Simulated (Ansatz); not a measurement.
BeB in Ansatz: convergence with k mesh

Input of the first run (k mesh 4 × 4 × 4); the others differ in this setting and in those tied to it:

input.yaml

```yaml
crystal:
  lattice:
    - [0.0, 1.96663667, 1.96663667]
    - [1.96663667, 0.0, 1.96663667]
    - [1.96663667, 1.96663667, 0.0]
  atoms:
    - { symbol: Be, position: [0.019534, -0.004391, -0.009599] }
    - { symbol: B, position: [0.276716, 0.2499, 0.221171] }
hamiltonian:
  xc: pbe
  pseudopotentials: { kind: paw, source: jth }
kpoints:
  mp_grid: { grid: [4, 4, 4] }
scf:
  occupations: { method: fermi_dirac, width: 0.1 }
output:
  forces: true
  stress: true
  eigenvalues: true
```

Potentials or basis: JTH PAW.

The run is started by

```sh
$ ansatz run input.yaml --threads 2 --pin off --max-ram 5632MiB --backend cpu --events-out ev --progress --plain --runs-dir out
```

The cell isn't the ideal one: atoms moved at random, drawn with an rms of 0.05 Å.

The cell was built by a generator and needn't be a form met in nature.

Hardware: 2 threads of Arm Neoverse V2, on a shared host.

The values tried are 4 × 4 × 4, 6 × 6 × 6, 7 × 7 × 7, 8 × 8 × 8, 10 × 10 × 10, 13 × 13 × 13, 16 × 16 × 16, 19 × 19 × 19, loosest first. From which on does the pressure stay within 0.1 GPa of the tightest run that finished?

From 8 × 8 × 8 on.

| k mesh | energy less the tightest run, at zero smearing (meV/atom) | pressure (GPa) | largest force (eV/Å) | SCF cycles | CPU time (s) | peak memory (GiB) |
| --- | --- | --- | --- | --- | --- | --- |
| 4 × 4 × 4 | 41.68 | 63.52 | 0.500 | 6 | 1.8 | 0.3 |
| 6 × 6 × 6 | -15.62 | 61.72 | 0.616 | 6 | 4.9 | 0.36 |
| 7 × 7 × 7 | 0.81 | 62.16 | 0.587 | 6 | 7.4 | 0.42 |
| 8 × 8 × 8 | 8.86 | 62.01 | 0.601 | 6 | 11 | 0.47 |
| 10 × 10 × 10 | -6.06 | 61.97 | 0.601 | 6 | 20 | 0.63 |
| 13 × 13 × 13 | -2.63 | 61.94 | 0.604 | 6 | 45 | 1 |
| 16 × 16 × 16 | -0.59 | 61.96 | 0.604 | 6 | 85 | 1.7 |
| 19 × 19 × 19 | 0.00 | 61.99 | 0.601 | 6 | 140 | 2.6 |

Against the tightest run, the energy stays within 1 meV/atom from 16 × 16 × 16 on; the largest force stays within 0.005 eV/Å from 8 × 8 × 8 on. Meshes of other sizes hit other points, so gaps and Fermi surfaces needn't settle smoothly. The tightest run that finished is the yardstick and may itself not be fully converged.
